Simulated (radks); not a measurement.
# Exchange and kinetic functionals tested on atomic densities: Zn, Ce⁴⁶⁺, Mn⁺, K⁴⁺, Kr, Si³⁺

An exercise on one series of results from a longer session: the logs are not shown, and one member is left open.

Method: non-relativistic Kohn-Sham, PBE, spin-polarised, spherical densities, point nucleus; open shells are filled with parallel spins first. Code: radks (a radial shooting solver on a logarithmic mesh, Libxc functionals) version 1.

## What is computed

```
species : Zn ([Ar] 3d10 4s2), Ce⁴⁶⁺ ([Ne] 3s2), Mn⁺ ([Ar] 3d5 4s1), K⁴⁺ ([Ne] 3s2 3p3), Kr ([Kr]), Si³⁺ ([Ne] 3s1)
```

The first run:

Settings of this run:

```text
Z 30
configuration [Ar] 3d10 4s2
relativity non-relativistic
functional pbe,pbe
spin polarised
nucleus point
```

Among the steps run: Zn, [Ar] 3d10 4s2.

One table of the session follows, with a row left open; its other results are not shown here.

It belongs to the step «Zn, [Ar] 3d10 4s2». From the orbitals of this run (lengths in bohr):

| level | <r> | outermost maximum (interpolated) | 90 % within | nodes |
| --- | --- | --- | --- | --- |
| 1s | 0.05111 | 0.0337 | 0.0910 | 0 |
| 2s | 0.2298 | 0.193 | 0.355 | 1 |
| 2p | 0.1997 | 0.153 | 0.326 | 0 |
| 3s | 0.6916 | 0.597 | 1.04 | 2 |
| 3p | ? | ? | ? | ? |
| 3d | 0.9051 | 0.565 | 1.60 | 0 |
| 4s | 2.702 | 2.13 | 4.19 | 3 |

**Question.** Estimate the row for 3p.

**Answer.** <r>: 0.7180; outermost maximum (interpolated): 0.596; 90 % within: 1.11; nodes: 1. In the column «<r>» it lies between 3s (0.6916) and 3d (0.9051).
